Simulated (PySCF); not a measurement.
# From one method to the next for O (triplet)

Aim: see what other levels and later steps give for O (triplet).

Method: each script names its method and basis; program: PySCF 2.14.0.

2 further runs of the same task are left out: 2 that didn't finish.

## (1) The atom

O (triplet): 1 atom, charge 0, spin multiplicity 3.

## (2) The run that the others are compared with

Input file input.py:

```python
from pyscf import gto, scf

mol = gto.M(
    atom='O 0 0 0',
    basis='6-31g*',
    charge=0,
    spin=2,
    verbose=4,
)
mf = scf.UHF(mol)
mf.kernel()
mf.stability(internal=True, external=True)
mf.dip_moment()
print('orbital energies (hartree):', [e[max(0, n-3):n+3].round(4) for e, n in zip(mf.mo_energy, mol.nelec)])
```

On the command line:

```sh
> OMP_NUM_THREADS=1 python input.py
```

Its log is not repeated here.

It gives: E(SCF) = -74.783181 Eh, 8 cycles, ⟨S²⟩ = 2.006, internal stable; real -> complex stable; UHF/UKS -> GHF/GKS stable.

The triplet is typed in the script; nothing here shows that it is the ground state.

## (3) Hcth407 (UKS)

Variant 1 changes functional: none (Hartree–Fock) → hcth407; SCF type: UHF → UKS; step after the SCF: stability → analyze.

Input file input.py:

```python
from pyscf import gto, dft

mol = gto.M(
    atom='O 0 0 0',
    basis='6-31g*',
    charge=0,
    spin=2,
    verbose=4,
)
mf = dft.UKS(mol, xc='hcth407')
mf.kernel()
mf.analyze()
print('orbital energies (hartree):', [e[max(0, n-3):n+3].round(4) for e, n in zip(mf.mo_energy, mol.nelec)])
```

On the command line:

```sh
> OMP_NUM_THREADS=1 python input.py
```

## (4) CASSCF (ROHF)

Variant 2 changes step after the SCF: stability → casscf; SCF type: UHF → ROHF; active space: none → 2 electrons in 3 orbitals.

Input file input.py:

```python
from pyscf import gto, scf, mcscf

mol = gto.M(
    atom='O 0 0 0',
    basis='6-31g*',
    charge=0,
    spin=2,
    verbose=4,
)
mf = scf.ROHF(mol)
mf.kernel()
mc = mcscf.CASSCF(mf, 3, 2)
mc.kernel()
mc.analyze()
mf.dip_moment()
print('orbital energies (hartree):', mf.mo_energy[..., max(0, mol.nelec[1]-3):mol.nelec[0]+3].round(4))
```

## (5) CCSD(T)

Variant 3 changes step after the SCF: stability → ccsd(t); frozen orbitals: none → 1.

input.py: that of step 2 with these lines changed.

```diff
@@ -1,2 +1,2 @@
-from pyscf import gto, scf
+from pyscf import gto, scf, cc
 
@@ -11,3 +11,5 @@
 mf.kernel()
-mf.stability(internal=True, external=True)
+mycc = cc.CCSD(mf, frozen=1)
+mycc.kernel()
+mycc.ccsd_t()
 mf.dip_moment()
```

**Question.** What will these runs give? Wanted: for each run, E(SCF); from base; gap, α spin; after the SCF.

The runs gave:

```
          run  E(SCF) (hartree)  from base (eV)  cycles  gap, α spin (eV)                               after the SCF
         base        -74.783181               0       8             44.63                                      stable
hcth407 (UKS)        -75.034821  not comparable      19             29.20                                         n/a
CASSCF (ROHF)        -74.778268         +0.1337       7               n/a                                         n/a
      CCSD(T)        -74.783181          0.0000       8             44.63  CCSD(T) correlation -3.036 eV, core frozen
```

A lower total energy from another functional means nothing by itself.
